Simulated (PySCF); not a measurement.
# A gas-phase reaction: ClGeH3 + C2H2 → C2H5ClGe

Wanted: the reaction energy for `[Cl][GeH3]` + `C#C` → `C=[CH][GeH2][Cl]`.

Programs: PySCF 2.14.0. All values are calculated, for the isolated system unless a continuum is named. Atoms count from 0, parts from 1.

## 1. The system as given

Each species was relaxed by itself at PBE0-D3(BJ)/def2-SVPD.

## 2. Reaction energy: wB97M-D3(BJ)/def2-TZVPD

What the job is given:

```
{"job": {"kind": "react", "xc": "wB97M-D3(BJ)", "basis": "def2-TZVPD"}, "charge": 0, "multiplicity": 1}
-1 ClGeH3 charge 0 multiplicity 1
Cl    -1.417530    -0.394150    -1.444130
Ge     0.102740    -0.006360     0.067220
H      1.454100    -0.316960    -0.582790
H     -0.201380    -0.938380     1.243700
H     -0.031170     1.470620     0.448600

-1 C2H2 charge 0 multiplicity 1
C     -0.592490     0.108190    -0.044770
C      0.592740    -0.108110     0.044890
H     -1.645730     0.300410    -0.124480
H      1.645980    -0.300340     0.124560

+1 C2H5ClGe charge 0 multiplicity 1
C     -1.488490     0.724520    -0.237120
C     -0.641910    -0.274680     0.019510
Ge     1.265870    -0.036580     0.197320
Cl     1.678750     2.085200    -0.107280
H     -1.134870     1.751420    -0.362450
H     -2.564220     0.553400    -0.331300
H     -1.029390    -1.293200     0.139640
H      1.782700    -0.374970     1.602970
H      2.065320    -0.785140    -0.878710
```

Level: wB97M-D3(BJ)/def2-TZVPD reaction energy of separated species, gas phase.

The run is started by

```bash
OMP_NUM_THREADS=1 python cluster_run.py task.json out
```

One launch serves the whole session: the jobs run in the order shown.

Standard output:

```text
species 1 (ClGeH3)
coarse grid: 21152 points
cycle   1  E = -2539.0619698910  dE = -6.844e-01  |g| = 6.547e-01  |ddm| = 1.711e+00
cycle   2  E = -2539.0736784777  dE = -1.171e-02  |g| = 6.913e-01  |ddm| = 7.876e-01
cycle   3  E = -2539.1157273050  dE = -4.205e-02  |g| = 2.610e-02  |ddm| = 3.697e-01
cycle   4  E = -2539.1159419213  dE = -2.146e-04  |g| = 1.159e-02  |ddm| = 3.765e-02
cycle   5  E = -2539.1159776858  dE = -3.576e-05  |g| = 2.735e-03  |ddm| = 1.292e-02
cycle   6  E = -2539.1159804045  dE = -2.719e-06  |g| = 4.247e-04  |ddm| = 5.052e-03
final grid: 40904 points
cycle   7  E = -2539.1159504172  dE = -1.608e-07  |g| = 1.695e-04  |ddm| = 1.572e-03
cycle   8  E = -2539.1159504383  dE = -2.117e-08  |g| = 7.723e-05  |ddm| = 3.639e-04
cycle   9  E = -2539.1159504415  dE = -3.206e-09  |g| = 3.785e-05  |ddm| = 1.376e-04
cycle  10  E = -2539.1159504424  dE = -8.858e-10  |g| = 3.330e-06  |ddm| = 8.574e-05
converged SCF energy = -2539.1159504424

species 2 (C2H2)
coarse grid: 15304 points
cycle   1  E = -77.3670562618  dE =  9.289e-02  |g| = 2.304e-01  |ddm| = 4.148e+00
cycle   2  E = -77.3787805142  dE = -1.172e-02  |g| = 1.097e-01  |ddm| = 9.650e-01
cycle   3  E = -77.3816664575  dE = -2.886e-03  |g| = 1.648e-02  |ddm| = 1.625e-01
cycle   4  E = -77.3817495765  dE = -8.312e-05  |g| = 2.266e-03  |ddm| = 3.069e-01
cycle   5  E = -77.3817519141  dE = -2.338e-06  |g| = 2.362e-04  |ddm| = 1.967e-02
final grid: 33160 points
cycle   6  E = -77.3817668229  dE = -4.593e-08  |g| = 7.359e-05  |ddm| = 6.334e-03
cycle   7  E = -77.3817668266  dE = -3.661e-09  |g| = 2.202e-05  |ddm| = 8.311e-04
cycle   8  E = -77.3817668269  dE = -3.680e-10  |g| = 1.068e-05  |ddm| = 4.036e-04
converged SCF energy = -77.3817668269

species 3 (C2H5ClGe)
coarse grid: 36456 points
cycle   1  E = -2616.5031721421  dE = -3.511e-01  |g| = 6.726e-01  |ddm| = 3.661e+00
cycle   2  E = -2616.5188982914  dE = -1.573e-02  |g| = 7.013e-01  |ddm| = 1.184e+00
cycle   3  E = -2616.5638084525  dE = -4.491e-02  |g| = 3.146e-02  |ddm| = 5.740e-01
cycle   4  E = -2616.5641134509  dE = -3.050e-04  |g| = 1.631e-02  |ddm| = 7.509e-02
cycle   5  E = -2616.5641840372  dE = -7.059e-05  |g| = 4.161e-03  |ddm| = 2.612e-02
cycle   6  E = -2616.5641891424  dE = -5.105e-06  |g| = 1.804e-03  |ddm| = 8.955e-03
final grid: 74064 points
cycle   7  E = -2616.5640804913  dE = -2.072e-07  |g| = 1.890e-03  |ddm| = 1.040e-02
cycle   8  E = -2616.5640803633  dE =  1.279e-07  |g| = 2.068e-03  |ddm| = 3.367e-03
cycle   9  E = -2616.5640813675  dE = -1.004e-06  |g| = 7.743e-05  |ddm| = 1.456e-03
cycle  10  E = -2616.5640813705  dE = -3.006e-09  |g| = 4.036e-05  |ddm| = 2.214e-04
cycle  11  E = -2616.5640813713  dE = -8.190e-10  |g| = 7.000e-06  |ddm| = 1.537e-04
converged SCF energy = -2616.5640813713

Reaction energy = -44.097 kcal/mol
```

Wall time 27 s (1 thread of Arm Neoverse V2, shared host); peak memory 0.78 GiB.

Species by species (with the dispersion term, which the log's SCF energies lack):

```csv
ν,species,energy (Eh),HOMO (eV)
-1,[Cl][GeH3],-2539.11948,-11.11
-1,C#C,-77.38394,-10.79
+1,C=[CH][GeH2][Cl],-2616.57370,-10.53
```

## 3. Reaction energy: PBE0-D3(BJ)/def2-TZVPD

Same as in step 2 but for these lines:

```diff
@@ -1,2 +1,2 @@
-{"job": {"kind": "react", "xc": "wB97M-D3(BJ)", "basis": "def2-TZVPD"}, "charge": 0, "multiplicity": 1}
+{"job": {"kind": "react", "xc": "PBE0", "basis": "def2-TZVPD", "disp": "d3bj"}, "charge": 0, "multiplicity": 1}
 -1 ClGeH3 charge 0 multiplicity 1
```

Level: PBE0-D3(BJ)/def2-TZVPD reaction energy of separated species, gas phase.

Standard output:

```text
species 1 (ClGeH3)
coarse grid: 21152 points
cycle   1  E = -2538.5867178585  dE = -6.328e-01  |g| = 6.828e-01  |ddm| = 1.691e+00
cycle   2  E = -2538.5564976527  dE =  3.022e-02  |g| = 8.556e-01  |ddm| = 8.964e-01
cycle   3  E = -2538.6340906258  dE = -7.759e-02  |g| = 3.243e-02  |ddm| = 5.131e-01
cycle   4  E = -2538.6342349341  dE = -1.443e-04  |g| = 1.448e-02  |ddm| = 3.063e-02
cycle   5  E = -2538.6342916279  dE = -5.669e-05  |g| = 2.015e-03  |ddm| = 1.332e-02
cycle   6  E = -2538.6342927826  dE = -1.155e-06  |g| = 3.922e-04  |ddm| = 2.045e-03
final grid: 40904 points
cycle   7  E = -2538.6343332745  dE = -1.989e-08  |g| = 4.315e-04  |ddm| = 1.431e-03
cycle   8  E = -2538.6343332769  dE = -2.366e-09  |g| = 4.243e-04  |ddm| = 6.979e-04
cycle   9  E = -2538.6343333140  dE = -3.714e-08  |g| = 1.857e-05  |ddm| = 3.529e-04
cycle  10  E = -2538.6343333141  dE = -6.912e-11  |g| = 2.215e-06  |ddm| = 1.336e-05
converged SCF energy = -2538.6343333141

species 2 (C2H2)
coarse grid: 3416 points
cycle   1  E = -77.2343122216  dE =  9.842e-02  |g| = 3.138e-01  |ddm| = 2.077e+00
cycle   2  E = -77.2383890307  dE = -4.077e-03  |g| = 2.813e-01  |ddm| = 8.011e-01
cycle   3  E = -77.2595715807  dE = -2.118e-02  |g| = 1.420e-02  |ddm| = 3.335e-01
cycle   4  E = -77.2596231153  dE = -5.153e-05  |g| = 1.741e-03  |ddm| = 1.154e-01
cycle   5  E = -77.2596237274  dE = -6.121e-07  |g| = 7.398e-05  |ddm| = 2.858e-03
final grid: 33160 points
cycle   6  E = -77.2561391009  dE = -1.453e-05  |g| = 3.134e-03  |ddm| = 1.281e-01
cycle   7  E = -77.2561396408  dE = -5.398e-07  |g| = 2.724e-03  |ddm| = 8.836e-03
cycle   8  E = -77.2561416144  dE = -1.974e-06  |g| = 1.345e-04  |ddm| = 5.588e-03
cycle   9  E = -77.2561416181  dE = -3.728e-09  |g| = 2.211e-05  |ddm| = 7.866e-04
cycle  10  E = -77.2561416180  dE =  1.290e-10  |g| = 3.104e-05  |ddm| = 7.794e-05
converged SCF energy = -77.2561416180

species 3 (C2H5ClGe)
coarse grid: 36456 points
cycle   1  E = -2615.8999530304  dE = -3.963e-01  |g| = 7.377e-01  |ddm| = 3.657e+00
cycle   2  E = -2615.8603555516  dE =  3.960e-02  |g| = 9.286e-01  |ddm| = 1.380e+00
cycle   3  E = -2615.9657252305  dE = -1.054e-01  |g| = 4.523e-02  |ddm| = 7.753e-01
cycle   4  E = -2615.9658292856  dE = -1.041e-04  |g| = 3.997e-02  |ddm| = 6.554e-02
cycle   5  E = -2615.9662431965  dE = -4.139e-04  |g| = 7.868e-03  |ddm| = 3.223e-02
cycle   6  E = -2615.9662583787  dE = -1.518e-05  |g| = 1.790e-03  |ddm| = 8.054e-03
cycle   7  E = -2615.9662591855  dE = -8.068e-07  |g| = 3.181e-04  |ddm| = 1.750e-03
final grid: 74064 points
cycle   8  E = -2615.9662374855  dE = -2.041e-08  |g| = 3.820e-04  |ddm| = 1.174e-02
cycle   9  E = -2615.9662374652  dE =  2.028e-08  |g| = 4.720e-04  |ddm| = 1.038e-03
cycle  10  E = -2615.9662375246  dE = -5.937e-08  |g| = 5.000e-05  |ddm| = 4.766e-04
cycle  11  E = -2615.9662375252  dE = -6.044e-10  |g| = 9.432e-06  |ddm| = 4.203e-05
converged SCF energy = -2615.9662375252

Reaction energy = -49.485 kcal/mol
```

It took 14 s on 1 thread of Arm Neoverse V2, shared host; peak memory 0.72 GiB.

Reaction energy at this level: -49.49 kcal/mol.

## 4. Side by side

Energies in kcal/mol, with wall time:

```csv
run,reaction,time
wB97M-D3(BJ)/def2-TZVPD,-44.10,27 s
PBE0-D3(BJ)/def2-TZVPD,-49.49,14 s
```

## 5. Outcome

| quantity | value |
| --- | --- |
| reaction energy (wB97M-D3(BJ)/def2-TZVPD) | -44.10 kcal/mol |
| ΔH, ΔG at 298 K (xTB thermal terms) | -40.5, -31.1 kcal/mol |
| range of the reaction energy over the runs of this table | -49.49 to -44.10 kcal/mol |

The reaction is exothermic by 40.5 kcal/mol in the gas phase; dispersion gives -2.45, and xTB itself gave -33.34 for the electronic energy (xTB energies and thermal terms come from the earlier relaxation of each species, not shown). No barrier was sought. xTB and this level differ widely in the electronic energy, so what comes from xTB (the thermal terms above all) is less safe here. The reaction energy runs from -49.49 (PBE0-D3(BJ)/def2-TZVPD) to -44.10 kcal/mol (wB97M-D3(BJ)/def2-TZVPD).
